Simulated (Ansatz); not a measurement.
**GeP₂H (quartet): the correlation ladder at a displaced geometry (v2), cc-pVDZ**

An exercise on one series of results from a longer session: the logs are not shown, and one member is left open.

Method: cc-pVDZ, core rule «outside noble gas», up to 24 orbitals frozen; program: Ansatz 0.2.0, Gaussian basis.

The runs, in order: UHF; CCSD(T) on ROHF; CCSD(T) on UHF; BCCD(T) on ROHF; CISD; CCSDT(Q) on ROHF; CCSDT(Q) on UHF.

32 further runs of the same task are left out: 5 for a known fault of the program, 11 that didn't finish, 16 set aside as unsound or not needed.

**What is computed**

The geometry is a PBE0/def2-TZVP stationary point (not a proven minimum) with its atoms shifted at random (size 0.100 Å). No spin-orbit coupling is included. The filled d shell of Ge may be among the frozen orbitals whatever the setting's name suggests; the logs give the count.

4 atoms, charge 0, spin multiplicity 4.

Atoms are counted from 1 here; the program's logs count them from 0.

Bond lengths: Ge1–P2 2.248 Å, P2–P3 2.094 Å, P2–H4 1.339 Å. Angles: Ge1–P2–P3 135.3°, Ge1–P2–H4 117.6°, P3–P2–H4 105.4°.

Coordinates:

```xyz
4
GeHP2
Ge    0.0579   -0.1149    1.4207
P    -0.1070    0.5704   -0.7139
P    -0.0304   -0.3619   -2.5868
H     0.0527    1.8766   -0.9610
```

The first run:

in.yaml

```yaml
crystal:
  periodic: [false, false, false]
  atoms:
    - {symbol: Ge, position_ang: [0.057860, -0.114947, 1.420739]}
    - {symbol: P, position_ang: [-0.107014, 0.570443, -0.713900]}
    - {symbol: P, position_ang: [-0.030394, -0.361935, -2.586760]}
    - {symbol: H, position_ang: [0.052715, 1.876591, -0.961001]}
basis:
  gaussian: {orbitals: cc-pVDZ}
magnetization: {spin_polarized: true, initial_magnetization: 3}
hamiltonian: {xc: hf}
output: {orbitals: {seedname: orbitals}}
```

On the command line:

```
$ ansatz run in.yaml --threads 1 --pin off --events-out ev --progress --plain --max-ram 2393MiB
```

Steps of the session up to this table: UHF; CCSD(T) on ROHF; CCSD(T) on UHF; BCCD(T) on ROHF; CISD; CCSDT(Q) on ROHF; CCSDT(Q) on UHF.

One of the session's tables, all rows but one given; the rest of the session is left out.

It belongs to the step «Misses and costs». 

```
   method  from UCCSDT(Q) (meV)
     ROHF               +8926.6
      UHF               +8541.4
     RMP2               +1656.4
     UMP2               +1674.6
     CISD               +1519.4
    RCCSD                +453.3
    UCCSD                +431.4
 RCCSD(T)                 +94.2
 UCCSD(T)                 +90.0
  BCCD(T)                 +86.8
   RCCSDT                     ?
   UCCSDT                 +31.8
RCCSDT(Q)                  +6.2
UCCSDT(Q)                     0
```

Q: Estimate the row for RCCSDT from the others.

As computed: from UCCSDT(Q) (meV): +38.5. In the column «from UCCSDT(Q) (meV)» it lies between UCCSDT (+31.8) and BCCD(T) (+86.8).

To keep in mind: Restricted and unrestricted rows rest on different reference determinants; where their highest levels disagree by more than a few hundredths of an eV, they describe different states and don't form one ladder.
